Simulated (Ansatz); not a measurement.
# C2H5I: basis-set convergence

An exercise on one series of results from a longer session: the logs are not shown, and one member is left open.

Method: one geometry, several basis sets; program: Ansatz 0.2.0, Gaussian basis.

Levels to be run: PBE0-D4/def2-SVP; ωB97M-V/def2-SVP; PBE0-D4/def2-QZVPP; ωB97M-V/def2-QZVPP; the functionals' def2-TZVPP values are taken from earlier runs.

## The relaxed structure

The geometry comes from an earlier relaxation with PBE0-D4 in a triple-zeta def2 set; it is a stationary point, not always the lowest conformer. I takes the def2 core potential; no spin-orbit term is included.

SMILES `CCI`, 8 atoms, charge 0, spin multiplicity 1.

Atoms are counted from 1 here; the program's logs count them from 0.

Bond lengths: C1–C2 1.507 Å, C1–H4 1.095 Å, C1–H5 1.091 Å, C1–H6 1.091 Å, C2–I3 2.149 Å, C2–H7 1.088 Å, C2–H8 1.088 Å. Angles: C2–C1–H4 109.4°, C2–C1–H5 111.5°, C2–C1–H6 111.5°, H4–C1–H5 108.1°, H4–C1–H6 108.1°, H5–C1–H6 108.2°, C1–C2–I3 112.1°, C1–C2–H7 112.7°, C1–C2–H8 112.7°, I3–C2–H7 104.7°, I3–C2–H8 104.7°, H7–C2–H8 109.2°.

Set-up of the first run:

The input, in.yaml:

```yaml
crystal:
  periodic: [false, false, false]
  atoms:
    - {symbol: C, position_ang: [-0.488708, 0.575010, -0.306725]}
    - {symbol: C, position_ang: [0.264164, -0.640990, 0.166960]}
    - {symbol: I, position_ang: [2.127064, -0.123173, 1.104941]}
    - {symbol: H, position_ang: [-1.427344, 0.261341, -0.775894]}
    - {symbol: H, position_ang: [0.085958, 1.139334, -1.042495]}
    - {symbol: H, position_ang: [-0.730281, 1.243071, 0.521161]}
    - {symbol: H, position_ang: [0.540303, -1.307952, -0.646807]}
    - {symbol: H, position_ang: [-0.279055, -1.203741, 0.922958]}
basis:
  gaussian: {orbitals: def2-SVP}
hamiltonian: {xc: pbe0, dispersion: d4}
output: {orbitals: {seedname: orbitals}}
```

Run with:

```sh
ansatz run in.yaml --threads 4 --pin off --events-out ev --progress --plain --max-ram 10444MiB
```

Steps of the session up to this table: PBE0-D4 in def2-SVP; ωB97M-V in def2-SVP; PBE0-D4 in def2-QZVPP; ωB97M-V in def2-QZVPP.

One of the session's tables, all rows but one given; the rest of the session is left out.

It belongs to the step «Density functionals: the series». 

```
functional       basis  HOMO (eV)
   PBE0-D4    def2-SVP      -7.11
   PBE0-D4  def2-TZVPP      -7.21
   PBE0-D4  def2-QZVPP      -7.22
   ωB97M-V    def2-SVP      -9.27
   ωB97M-V  def2-TZVPP          ?
   ωB97M-V  def2-QZVPP      -9.39
```

Estimate the missing values for ωB97M-V, def2-TZVPP.

The run gave: HOMO (eV): -9.38. In the column «HOMO (eV)» it lies between ωB97M-V, def2-QZVPP (-9.39) and ωB97M-V, def2-SVP (-9.27).
